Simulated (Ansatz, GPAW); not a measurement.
CdTe: PBE in single-zeta orbitals, run from Python

These are simulated results from GPAW 26.7.0, not measurements. The cell was built from a prototype and was relaxed with r2SCAN in plane waves (Ansatz 0.2.0). Not every such cell is a known phase. All runs are without spin polarisation.

The symmetry is F-43m (No. 216, cubic); a = 6.560 Å in the conventional setting, 35.29 Å³ an atom. Around Cd lie 4 Te at 2.84 Å; around Te lie 4 Cd at 2.84 Å.

The basis is minimal: single zeta, one radial function for each shell that the log's basis lists. It describes the filled bands fairly and the empty ones poorly.

Input script:

```python
import json
from ase import Atoms
from gpaw import GPAW, PW, FermiDirac

atoms = Atoms(['Cd', 'Te'],
              cell=[[0.0, 3.279955, 3.279955], [3.279955, 0.0, 3.279955], [3.279955, 3.279955, 0.0]],
              scaled_positions=[[-0.0, 0.0, 0.0], [0.25, 0.25, 0.25]],
              pbc=True)
calc = GPAW(mode='lcao', basis='sz(dzp)', h=0.2, xc='PBE', kpts={'size': (4, 4, 4), 'gamma': True},
            occupations=FermiDirac(0.02), maxiter=100, legacy_gpaw=True, txt='gpaw.txt')
atoms.calc = calc
res = {'energy': atoms.get_potential_energy(force_consistent=True)}
res['electrons'] = calc.get_number_of_electrons()
res['k'] = calc.get_ibz_k_points().tolist()
res['levels'] = [calc.get_eigenvalues(kpt=i).tolist() for i in range(len(res['k']))]
points = [[0.0, 0.0, 0.0], [-0.5, -0.5, 0.0], [-0.375, -0.375, 0.25], [-0.375, 0.0, 0.375], [0.0, 0.0, 0.5], [-0.5, -0.25, 0.25]]
bands = calc.fixed_density(kpts=points, symmetry='off', txt='bands.txt')
res['points'] = [bands.get_eigenvalues(kpt=i).tolist() for i in range(len(points))]
json.dump(res, open('results.json', 'w'))
print('free energy (eV):', round(res['energy'], 5))
```

Command: `python run.py`. It took 8.5 s on 1 thread of Arm Neoverse N1 (shared host), peak memory 0.16 GiB.

The log gpaw.txt, trimmed of paths, versions and times, then the last line on the terminal. An iter line gives the energy in eV and the logarithms of the changes of orbitals (plane waves alone) and density (c: converged):

```
___ ___ ___ _ _ _
 |   |   |_  | | | |

 | | | | | . | | | |

 |__ |  _|___|_____|  26.7.0
 |___|_|

Input parameters:
  basis: sz(dzp)
  h: 0.2
  kpts: {gamma: True,
         size: (4, 4, 4)}
  maxiter: 100
  mode: lcao
  occupations: {fixmagmom: False,
                name: fermi-dirac,
                width: 0.02}
  xc: PBE

System changes: positions, numbers, cell, pbc, initial_charges, initial_magmoms

Initialize ...

species:
  Cd:
    name:    Cadmium
    Z:       48.0
    valence: 12
    core:    36
    charge:  0.0  # [|e|]
    compensation charges:
      type: gauss
      rc: 0.38  # [Å]
      lmax: 2
    cutoffs:
      filter: 2.12  # [Å]
      core: 2.62  # [Å]
    projectors
    | kind |    occ | energy [eV] | rcut [Å] |

    |------|--------|-------------|----------|

    |   5s |  2.000 |      -5.655 |    1.191 |

    |   5p |  0.000 |      -1.186 |    1.228 |

    |   4d | 10.000 |     -11.739 |    1.164 |

    |    s |        |      21.556 |    1.191 |

    |    p |        |      26.026 |    1.228 |

    |    d |        |      15.473 |    1.164 |

    LCAO basis set for Cd:
      Name: sz(dzp)
      Number of radial functions: 3
      Number of spherical harmonics: 9
        l=0, rc=8.5781 Bohr: 5s-sz confined orbital
        l=1, rc=12.6406 Bohr: 5p-sz confined orbital
        l=2, rc=4.9062 Bohr: 4d-sz confined orbital
      Number of RI-basis functions 0

  Te:
    name:    Tellurium
    Z:       52.0
    valence: 6
    core:    46
    charge:  0.0  # [|e|]
    compensation charges:
      type: gauss
      rc: 0.36  # [Å]
      lmax: 2
    cutoffs:
      filter: 2.09  # [Å]
      core: 3.17  # [Å]
    projectors
    | kind |    occ | energy [eV] | rcut [Å] |

    |------|--------|-------------|----------|

    |   5s |  2.000 |     -15.089 |    1.180 |

    |   5p |  4.000 |      -5.955 |    1.196 |

    |    s |        |      12.123 |    1.180 |

    |    p |        |      21.256 |    1.196 |

    |    d |        |       0.000 |    1.238 |

    LCAO basis set for Te:
      Name: sz(dzp)
      Number of radial functions: 2
      Number of spherical harmonics: 4
        l=0, rc=6.2500 Bohr: 5s-sz confined orbital
        l=1, rc=8.0156 Bohr: 5p-sz confined orbital
      Number of RI-basis functions 0

Reference energy: -336963.801770  # eV

Spin-paired calculation

Convergence criteria:
 Maximum [total energy] change in last 3 cyles: 0.0005 eV / valence electron
 Maximum integral of absolute [dens]ity change: 0.0001 electrons / valence electron
 Maximum integral of absolute [eigenst]ate change: 4e-08 eV^2 / valence electron
 Maximum number of scf [iter]ations: 100
 (Square brackets indicate name in SCF output, whereas a 'c' in
 the SCF output indicates the quantity has converged.)

Symmetries present (total): 24

  ( 1  0  0)  ( 1  0  0)  ( 1  0 -1)  ( 1  0 -1)  ( 1 -1  0)  ( 1 -1  0)
  ( 0  1  0)  ( 0  0  1)  ( 0  1 -1)  ( 0  0 -1)  ( 0 -1  1)  ( 0 -1  0)
  ( 0  0  1)  ( 0  1  0)  ( 0  0 -1)  ( 0  1 -1)  ( 0 -1  0)  ( 0 -1  1)

  ( 0  1  0)  ( 0  1  0)  ( 0  1 -1)  ( 0  1 -1)  ( 0  0  1)  ( 0  0  1)
  ( 1  0  0)  ( 0  0  1)  ( 1  0 -1)  ( 0  0 -1)  ( 1  0  0)  ( 0  1  0)
  ( 0  0  1)  ( 1  0  0)  ( 0  0 -1)  ( 1  0 -1)  ( 0  1  0)  ( 1  0  0)

  ( 0  0 -1)  ( 0  0 -1)  ( 0 -1  1)  ( 0 -1  1)  ( 0 -1  0)  ( 0 -1  0)
  ( 1  0 -1)  ( 0  1 -1)  ( 1 -1  0)  ( 0 -1  0)  ( 1 -1  0)  ( 0 -1  1)
  ( 0  1 -1)  ( 1  0 -1)  ( 0 -1  0)  ( 1 -1  0)  ( 0 -1  1)  ( 1 -1  0)

  (-1  1  0)  (-1  1  0)  (-1  0  1)  (-1  0  1)  (-1  0  0)  (-1  0  0)
  (-1  0  1)  (-1  0  0)  (-1  1  0)  (-1  0  0)  (-1  1  0)  (-1  0  1)
  (-1  0  0)  (-1  0  1)  (-1  0  0)  (-1  1  0)  (-1  0  1)  (-1  1  0)

64 k-points: 4 x 4 x 4 Monkhorst-Pack grid + [1/8,1/8,1/8]
8 k-points in the irreducible part of the Brillouin zone
       k-points in crystal coordinates                weights
   0:     0.00000000    0.00000000    0.00000000          1/64
   1:     0.25000000    0.25000000    0.00000000          6/64
   2:     0.25000000    0.25000000    0.25000000          8/64
   3:     0.50000000    0.25000000   -0.25000000          6/64
   4:     0.50000000    0.25000000    0.25000000         12/64
   5:     0.50000000    0.50000000    0.00000000          3/64
   6:     0.50000000    0.50000000    0.25000000         24/64
   7:     0.50000000    0.50000000    0.50000000          4/64

Wave functions: LCAO
  Diagonalizer: Serial LAPACK
  Atomic Correction: dense with blas
  Data-type: complex

Occupation numbers: Fermi-Dirac:
  width: 0.0200  # eV

Eigensolver
   LCAO using direct dense diagonalizer

Densities:
  Coarse grid: 20*20*20 grid
  Fine grid: 40*40*40 grid
  Total Charge: 0.000000

Density mixing:
  Method: separate
  Backend: msr1
  Linear mixing parameter: 0.05
  old densities: 10
  Width of damping distribution: 1.1
  Damping of long wavelength oscillations: 20

Hamiltonian:
  XC and Coulomb potentials evaluated on a 40*40*40 grid
  Using the PBE Exchange-Correlation functional
  Interpolation: tri-quintic (5. degree polynomial)
  Poisson solver: FastPoissonSolver using
    Stencil: 12*3+1=37 point O(h^6) finite-difference Laplacian
    FFT axes: [np.int64(0), np.int64(1), np.int64(2)]
    FST axes: []

XC parameters: PBE with 2 nearest neighbor stencil

Memory estimate:
  Process memory now: 113.74 MiB
  Calculator: 17.32 MiB
    Density: 10.81 MiB
      Arrays: 1.59 MiB
      Localized functions: 8.00 MiB
      Mixer: 1.22 MiB
    Hamiltonian: 1.58 MiB
      Arrays: 1.04 MiB
      XC: 0.00 MiB
      Poisson: 0.00 MiB
      vbar: 0.54 MiB
    Wavefunctions: 4.93 MiB
      C [qnM]: 0.02 MiB
      S, T [2 x qmm]: 0.04 MiB
      P [aqMi]: 0.00 MiB
      BasisFunctions: 4.87 MiB
      Eigensolver: 0.00 MiB

Total number of cores used: 1

Number of atoms: 2
Number of atomic orbitals: 13
Number of bands in calculation: 13
Number of valence electrons: 18
Bands to converge: occupied
Positions:
   0 Cd     0.000000    0.000000    0.000000    ( 0.0000,  0.0000,  0.0000)
   1 Te     1.639978    1.639978    1.639978    ( 0.0000,  0.0000,  0.0000)

Unit cell:
           periodic     x           y           z      points  spacing
  1. axis:    yes    0.000000    3.279955    3.279955    20     0.1894
  2. axis:    yes    3.279955    0.000000    3.279955    20     0.1894
  3. axis:    yes    3.279955    3.279955    0.000000    20     0.1894

  Lengths:   4.638557   4.638557   4.638557
  Angles:   60.000000  60.000000  60.000000

Effective grid spacing dv^(1/3) = 0.2066

iter:   1    -3.745327        c
iter:   2    -3.736636        c -1.28
iter:   3    -3.670486        c -1.31
iter:   4    -3.669100        c -2.15
iter:   5    -3.668975c       c -3.12
iter:   6    -3.668965c       c -3.64
iter:   7    -3.668964c       c -4.41c

Converged after 7 iterations.

Energy contributions relative to reference atoms: (reference = -336963.801770)

Kinetic:        +33.725322
Potential:      -29.684395
External:        +0.000000
XC:              -7.859756
Entropy (-ST):   -0.000000
Local:           +0.149865
SIC:             +0.000000
--------------------------
Free energy:     -3.668964
Extrapolated:    -3.668964

Showing only first 2 kpts
 Kpt  Band  Eigenvalues  Occupancy
  0     7      3.31915    2.00000
  0     8      3.31965    2.00000
  0     9      4.04320    0.00000
  0    10      8.62465    0.00000

  1     7      2.31902    2.00000
  1     8      2.31917    2.00000
  1     9      6.60630    0.00000
  1    10      7.19454    0.00000

Fermi level: 3.69119

Gap: 0.724 eV
Transition (v -> c):
  (s=0, k=0, n=8, [0.00, 0.00, 0.00]) -> (s=0, k=0, n=9, [0.00, 0.00, 0.00])
No difference between direct/indirect transitions

free energy (eV): -3.66896
```

The gap in the log is over the mesh alone; results.json adds the listed points. PBE in single-zeta orbitals gives a gap of 0.72 eV. On the same cell, plane-wave PBE (Ansatz, 6×6×6 k points and the special points) gives a gap of 0.66 eV and r2SCAN a gap of 1.16 eV; on shared hosts these took about 5.9 and 14 core-seconds on the 2-atom cell, against 8.5 for the script. Spin-orbit coupling, left out in all these runs, can cut or reorder the gap by tenths of an eV, up to about 1 eV with Pb or Bi.

No spin-orbit coupling is included; it can move band edges with weight on the heavy atoms by tenths of an eV.
